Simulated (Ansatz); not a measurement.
# Ta2O5: the cost of one run

Program: Ansatz 0.2.0. Level of theory: DFT PBEsol, scalar-relativistic, plane waves, PAW. These are calculated values, not measurements.

2 further runs of the same task are left out: 2 set aside as unsound or not needed. Runs told in other sessions of the task aren't counted.

## Step 1: Starting point

The structure is monoclinic, space group C2 (No. 5). The conventional cell has a = 5.924 Å, b = 5.076 Å, c = 5.749 Å, α = 90.00°, β = 117.45°, γ = 90.00°. Ta (site symmetry 1) is surrounded by 7 O at 1.90 to 2.31 Å. O (site symmetry 1) has 2 Ta at 1.93 to 2.06 Å in its first shell of neighbours. Around O (site symmetry 1) lie 2 Ta at 1.90 to 1.98 Å. Around O (site symmetry 2) lie 4 Ta at 2.15 to 2.31 Å.

Coordinates:

```
Ta O
1.0
    -2.96215    2.53804   -0.01669
    -2.96215   -2.53804   -0.01669
     0.56667    0.00000   10.20793
Ta O
4 10
Direct
  0.91491 0.99515 0.14612
  0.41491 0.49515 0.64612
  0.50485 0.58509 0.35388
  0.00485 0.08509 0.85388
  0.69255 0.10158 0.32574
  0.19255 0.60158 0.82574
  0.23689 0.36621 0.47816
  0.73689 0.86621 0.97816
  0.97760 0.52240 0.25000
  0.47760 0.02240 0.75000
  0.13379 0.26311 0.02184
  0.63379 0.76311 0.52184
  0.39842 0.80745 0.17426
  0.89842 0.30745 0.67426
```

It goes back to an entry of the Materials Project, which need not be the stable form.

It is built from the cell relaxed beforehand with the same method (10.96 Å³/atom).

## Step 2: The reference cell

The cell is repeated 2 times, 14 atoms in all. Reference values: F = -44844.1323 eV; pressure -0.01 GPa; largest force 0.001 eV/Å; gap on the mesh 2.49 eV. It was computed beforehand with the settings of the runs below.

## Step 3: Setting up a stacking-fault curve

The cut lies on the cell's a–b face, a (0 0 1) plane of area 15.04 Å², between layers 1.27 Å apart (O, Ta below, O above); the cell is 10.2 Å thick. Vector c is tilted by f times 0·a + 1·b (length 3.901 Å) with the atoms' Cartesian places fixed: one unrelaxed fault per cell.

## Step 4: f = 0.200

File input.yaml:

```yaml
crystal:
  lattice:
    - [-2.962146747, 2.5380406705, -0.0166874688]
    - [-2.962146747, -2.5380406705, -0.0166874688]
    - [-0.0257610277, -0.5076081341, 10.2045875649]
  atoms:
    - { symbol: Ta, position: [0.9149055224, 0.8491375431, 0.7300670708] }
    - { symbol: Ta, position: [0.4149055224, 0.4491375431, 0.2300670708] }
    - { symbol: Ta, position: [0.5048490427, 0.3975278918, 0.9378329292] }
    - { symbol: Ta, position: [0.0048490427, -0.0024721082, 0.4378329292] }
    - { symbol: O, position: [0.6925518669, -0.0803551548, 0.9096916382] }
    - { symbol: O, position: [0.1925518669, 0.5196448452, 0.4096916382] }
    - { symbol: O, position: [0.2368850303, 0.353788141, 0.0621071486] }
    - { symbol: O, position: [0.7368850303, 0.753788141, 0.5621071486] }
    - { symbol: O, position: [0.9776022812, 0.3556077188, 0.83395] }
    - { symbol: O, position: [0.4776022812, -0.0443922812, 0.33395] }
    - { symbol: O, position: [0.1337904293, 0.1419563994, 0.6057928514] }
    - { symbol: O, position: [0.6337904293, 0.7419563994, 0.1057928514] }
    - { symbol: O, position: [0.3984168272, 0.6558064607, 0.7582083618] }
    - { symbol: O, position: [0.8984168272, 0.2558064607, 0.2582083618] }
basis:
  ecutwfc: 420
kpoints:
  mp_grid: { grid: [7, 7, 3] }
hamiltonian:
  xc: pbesol
scf:
  occupations: { method: gaussian, width: 0.05 }
output:
  forces: true
  stress: true
  eigenvalues: true
```

Run with:

```bash
$ ansatz run input.yaml --threads 2 --pin off --max-ram 5120MiB --backend cpu --events-out ev --progress --plain --runs-dir out
```

Q: Estimate wall time and peak memory on 2 threads of Intel Xeon Platinum 8488C (Sapphire Rapids), shared host.

About 33 s, with a peak of 0.86 GiB.
